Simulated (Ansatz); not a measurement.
**SiH2SClO2 radical: an energy map over bond length O1–Si2 and dihedral H6–O1–Si2–O3**

Aim: map the energy of ClH2O2SSi, SMILES O[Si](O)([S])Cl, spin multiplicity 2 over two coordinates, and find its wells, ridges and stiffness.

The runs use Ansatz 0.2.0; UKS PBE-D4/def2-SVP.

### Step 1. Where the work starts

SMILES `O[Si](O)([S])Cl`, 7 atoms, charge 0, spin multiplicity 2.

Atoms are counted from 1 here; the program's logs count them from 0.

Bond lengths: O1–Si2 1.666 Å, O1–H6 0.974 Å, Si2–O3 1.656 Å, Si2–S4 2.106 Å, Si2–Cl5 2.093 Å, O3–H7 0.975 Å. Angles: Si2–O1–H6 115.7°, O1–Si2–O3 105.5°, O1–Si2–S4 117.8°, O1–Si2–Cl5 110.3°, O3–Si2–S4 112.6°, O3–Si2–Cl5 111.8°, S4–Si2–Cl5 98.9°, Si2–O3–H7 114.0°.

As a file:

```xyz
7
charge 0, multiplicity 2
O    -0.7101    0.3931    1.1358
Si    0.0109   -0.0443   -0.3011
O     1.0172   -1.3053    0.0739
S    -1.2422   -0.4669   -1.9399
Cl    1.0636    1.5747   -1.1078
H    -1.3547    1.1210    1.0802
H     1.2766   -1.3402    1.0131
```

This geometry comes from a loose relaxation at PBE in a small basis, which is not shown.

### Step 3. Setting up the map

First coordinate, bond length O1–Si2: 7 values from 1.433 to 2.333 Å. Second coordinate, dihedral H6–O1–Si2–O3: 8 values from −180 to 135 °, periodic.

Nothing else is relaxed (all other coordinates rigid). Energies count from the relaxed molecule at the same level. Points are written as (first, second).

(The set-up runs are not shown.)

### Step 4. Point (1.733 Å, −180°)

input.yaml reads:

```yaml
crystal:
  periodic: [false, false, false]
  atoms:
    - { symbol: O, position_ang: [-0.71083, 0.391916, 1.135152] }
    - { symbol: Si, position_ang: [0.039791, -0.062782, -0.359206] }
    - { symbol: O, position_ang: [1.068902, -1.303486, 0.022084] }
    - { symbol: S, position_ang: [-1.215392, -0.51654, -1.988153] }
    - { symbol: Cl, position_ang: [1.062655, 1.56691, -1.184162] }
    - { symbol: H, position_ang: [-1.354084, 1.120819, 1.080301] }
    - { symbol: H, position_ang: [1.333084, -1.325095, 0.960276] }
magnetization:
  spin_polarized: true
  initial_magnetization: 1
basis:
  gaussian: { orbitals: def2-SVP }
hamiltonian:
  xc: pbe
  dispersion: d4
output:
  forces: true
```

Launch:

```bash
ansatz run input.yaml --threads 1 --pin off --max-ram 2560MiB --backend cpu --events-out ev --progress --plain --runs-dir out
```

Further runs follow: all other points of the grid.

**Question.** What will these runs give? Wanted: lowest point; largest force on an atom.

As calculated:

| quantity | value |
| --- | --- |
| lowest point | (1.733 Å, −180°), 0.06 eV |
| highest computed point (blank points may lie higher) | (2.333 Å, 0°), 2.43 eV above the lowest |
| largest force on an atom (eV/Å) | 1.5 at (1.733 Å, −45°) to 13.4 at (1.433 Å, −45°); 1.6 at the lowest point |
| time for the whole task | 14 min on 1 thread, shared host |

In words: The lowest computed point is at (1.733 Å, −180°), 0.06 eV from the relaxed molecule at the same level. The grid is coarse, so the true minimum lies between grid points and may sit elsewhere than the lowest one. No other kind of well shows on this grid. The highest computed point, (2.333 Å, 0°), lies 2.43 eV above the lowest. On the interpolated surface the easiest way out of the lowest well to its copy in the next cell or period passes a barrier of about 0.23 eV. Round the minimum the two coordinates are nearly uncoupled.
